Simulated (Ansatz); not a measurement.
# Zr2Ni: further runs on the relaxed cell

The task here is to estimate one member of a computed series from the others.

Computed with Ansatz 0.2.0 (DFT PBEsol, scalar-relativistic, plane waves, PAW, unless a step's input says otherwise).

1 further run of the same task is left out (set aside as unsound or not needed). Runs told in other sessions of the task aren't counted.

## Starting point

It takes space group I4/mcm (No. 140, tetragonal). Conventional cell: a = 6.421 Å, b = 6.421 Å, c = 5.148 Å, α = 90.00°, β = 90.00°, γ = 90.00°. Zr (site symmetry m2m) has 4 Ni at 2.73 Å and 3 Zr at 2.96 to 3.02 Å in its first shell of neighbours. Ni (site symmetry 422) has 2 Ni at 2.57 Å and 8 Zr at 2.73 Å in its first shell of neighbours.

Structure file:

```xyz
6
Lattice="-3.2104 3.2104 2.5741 3.2104 -3.2104 2.5741 3.2104 3.2104 -2.5741" Properties=species:S:1:pos:R:3 pbc="T T T"
Zr    1.0472    4.2576    0.0000
Zr    2.1632    1.0472    0.0000
Zr    2.1632   -1.0472    2.5741
Zr    1.0472    2.1632    2.5741
Ni    0.0000    0.0000    1.2870
Ni    0.0000    0.0000    3.8611
```

This cell was relaxed beforehand with the same method: volume 17.69 Å³/atom, gap on the mesh none (metal).

Set-up of the first run:

File input.yaml:

```yaml
crystal:
  lattice:
    - [-3.1779819789, 3.1779819789, 2.5480593733]
    - [3.1779819789, -3.1779819789, 2.5480593733]
    - [3.1779819789, 3.1779819789, -2.5480593733]
  atoms:
    - { symbol: Zr, position: [0.6630906382, 0.1630906382, 0.8261812763] }
    - { symbol: Zr, position: [0.1630906382, 0.3369093618, 0.5] }
    - { symbol: Zr, position: [0.3369093618, 0.8369093618, 0.1738187237] }
    - { symbol: Zr, position: [0.8369093618, 0.6630906382, 0.5] }
    - { symbol: Ni, position: [0.25, 0.25, 0.0] }
    - { symbol: Ni, position: [0.75, 0.75, 0.0] }
basis:
  ecutwfc: 420
kpoints:
  mp_grid: { grid: [10, 10, 10] }
hamiltonian:
  xc: pbesol
scf:
  occupations: { method: gaussian, width: 0.1 }
output:
  forces: true
  stress: true
  eigenvalues: true
relax:
  adjacent_minimum: "off"
  f_tol: 0.01
  max_steps: 30
  cell: { stress_tol: 0.1, fix: [volume] }
```

The run is started by

```console
> ansatz run input.yaml --threads 1 --pin off --max-ram 2560MiB --backend cpu --events-out ev --progress --plain --runs-dir out
```

Among the steps run: Volume × 0.97; Point at V/V0 = 1.03; Volume × 0.94; The cell scaled to 1.06 of its volume; The cell scaled to 0.91 of its volume; Volume × 1.10; The cell scaled to 0.88 of its volume.

One table of the session follows, with a row left open; its other results are not shown here.

It belongs to the step «Fit of the equation of state». 

```
volume (Å³/atom)  energy above the lowest point (meV/atom)  pressure (GPa)
          15.564                                     125.9           21.08
          16.095                                      67.2           14.61
          16.626                                      28.4            9.02
          17.156                                       6.7            4.19
          17.687                                       0.0            0.00
          18.217                                         ?               ?
          18.748                                      23.5           -6.72
          19.455                                      61.3          -10.20
```

Q: Estimate the row for volume (Å³/atom) = 18.217 from the others.

Worked estimate for «energy above the lowest point (meV/atom)». A straight line through the neighbours (17.687, 0.0) and (18.748, 23.5) gives 0.0 + (23.5 − 0.0) × (18.217 − 17.687) / (18.748 − 17.687) = 11.7; a parabola fitted to 4 rows on both sides gives 6.4.

The run gave: energy above the lowest point (meV/atom): 6.2; pressure (GPa): -3.62. In «energy above the lowest point (meV/atom)» the line misses by +5.5 and the parabola by +0.2.

Caveats from the session: The final runs have no spin polarisation, so a magnetic state may lie lower.
